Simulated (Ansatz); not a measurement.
# BF3H3P: the cost of one run

Method: RKS PBE/def2-SVP, in Ansatz 0.2.0.

1 further run of the same task is left out (it didn't finish).

## (1) Starting point

Bond lengths: B1–F2 1.670 Å, B1–F3 1.320 Å, B1–F4 1.320 Å, B1–P5 2.210 Å, P5–H6 1.420 Å, P5–H7 1.420 Å, P5–H8 1.414 Å. Angles: F2–B1–F3 120.0°, F2–B1–F4 120.0°, F2–B1–P5 71.6°, F3–B1–F4 120.0°, F3–B1–P5 97.0°, F4–B1–P5 101.2°, B1–P5–H6 109.5°, B1–P5–H7 109.5°, B1–P5–H8 61.6°, H6–P5–H7 109.4°, H6–P5–H8 145.3°, H7–P5–H8 105.0°.

Coordinates:

```xyz
8

B     0.0000    0.0000    0.0000
F     0.0000    0.0000    1.6700
F     1.1431    0.0000   -0.6600
F    -1.1431    0.0000   -0.6600
P     0.0924   -2.0952    0.6969
H    -0.6759   -2.9172   -0.1694
H     1.4420   -2.5368    0.6936
H     0.0470   -1.0662    1.6663
```

## (2) A restrained relaxation towards end A

Springs on the bonds that form and break draw the guess towards this end; the thresholds are loose.

Contents of input.yaml:

```yaml
crystal:
  periodic: [false, false, false]
  atoms:
    - { symbol: B, position_ang: [0.0, 0.0, 0.0] }
    - { symbol: F, position_ang: [0.0, 0.0, 1.67] }
    - { symbol: F, position_ang: [1.1431, 0.0, -0.66] }
    - { symbol: F, position_ang: [-1.1431, 0.0, -0.66] }
    - { symbol: P, position_ang: [0.0924, -2.0952, 0.6969] }
    - { symbol: H, position_ang: [-0.6759, -2.9172, -0.1694] }
    - { symbol: H, position_ang: [1.442, -2.5368, 0.6936] }
    - { symbol: H, position_ang: [0.047, -1.0662, 1.6663] }
basis:
  gaussian: { orbitals: def2-SVP }
hamiltonian:
  xc: pbe
relax:
  f_tol: 0.15
  max_steps: 25
  restrain:
    - { distance: [0, 4], at: 3.11, k: 30.0 }
    - { distance: [7, 1], at: 2.12, k: 30.0 }
    - { distance: [0, 1], at: 1.32, k: 30.0 }
    - { distance: [7, 4], at: 1.42, k: 30.0 }
```

Command:

```console
$ ansatz run input.yaml --threads 2 --pin off --max-ram 3072MiB --backend cpu --events-out ev --progress --plain --runs-dir out
```

What time and memory should one allow on 2 threads of Arm Neoverse V2, shared host?

About 11 s, with a peak of 0.12 GiB.
